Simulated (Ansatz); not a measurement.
# Ti3Al: the cost of one run

Computed with Ansatz 0.2.0 (DFT LDA, scalar-relativistic, plane waves, PAW, unless a step's input says otherwise).

4 further runs of the same task are left out: 4 set aside as unsound or not needed.

## Step 1: The starting structure

Symmetry: P-6m2, No. 187, hexagonal system. The conventional cell has a = 2.861 Å, b = 2.861 Å, c = 9.051 Å, α = 90.00°, β = 90.00°, γ = 120.00°. Ti (site symmetry -6m2) is surrounded by 12 Ti at 2.79 to 2.86 Å. Around Ti (site symmetry 3m) lie 9 Ti at 2.79 to 2.86 Å and 3 Al at 2.81 Å. Around Al (site symmetry -6m2) lie 6 Ti at 2.81 Å and 6 Al at 2.86 Å.

As a file:

```cif
data_structure
_symmetry_space_group_name_H-M 'P 1'
_symmetry_Int_Tables_number 1
_cell_length_a 2.8609
_cell_length_b 2.8609
_cell_length_c 9.0513
_cell_angle_alpha 90.000
_cell_angle_beta 90.000
_cell_angle_gamma 120.000
_cell_volume 64.16
loop_
_atom_site_label
_atom_site_type_symbol
_atom_site_fract_x
_atom_site_fract_y
_atom_site_fract_z
_atom_site_occupancy
Ti1 Ti 0.66667 0.33333 0.00000 1
Ti2 Ti 0.33333 0.66667 0.75152 1
Ti3 Ti 0.33333 0.66667 0.24848 1
Al1 Al 0.66667 0.33333 0.50000 1
```

## Step 2: Volume 16.040 Å³ an atom, total moment held at 2.000 muB a cell

Contents of input.yaml:

```yaml
crystal:
  lattice:
    - [2.8609400878, 0.0, 0.0]
    - [-1.4304700439, 2.4776467948, 0.0]
    - [0.0, 0.0, 9.051340132]
  atoms:
    - { symbol: Ti, position: [0.6666666667, 0.3333333333, 0.0], spin: 0.667 }
    - { symbol: Ti, position: [0.3333333333, 0.6666666667, 0.7515223655], spin: 0.667 }
    - { symbol: Ti, position: [0.3333333333, 0.6666666667, 0.2484776345], spin: 0.667 }
    - { symbol: Al, position: [0.6666666667, 0.3333333333, 0.5] }
basis:
  ecutwfc: 520.0
kpoints:
  mp_grid: { grid: [18, 18, 6] }
hamiltonian:
  xc: lda
  pseudopotentials: { kind: paw, azcp: { folder: soft_1 } }
scf:
  occupations: { method: gaussian, width: 0.15 }
  lower_state_search: "off"
output:
  forces: true
  stress: true
  eigenvalues: true
  populations: true
magnetization:
  spin_polarized: true
  initial_magnetization: 2.0
  spin_locking: { lock_magnetization: hard }
```

Run with:

```
$ ansatz run input.yaml --threads 4 --pin off --max-ram 8192MiB --backend cpu --events-out ev --progress --plain --runs-dir out
```

**Question.** How long does this run take on 4 threads of Arm Neoverse V2, shared host, and how much memory does it need?

About 23 s, with a peak of 0.72 GiB.
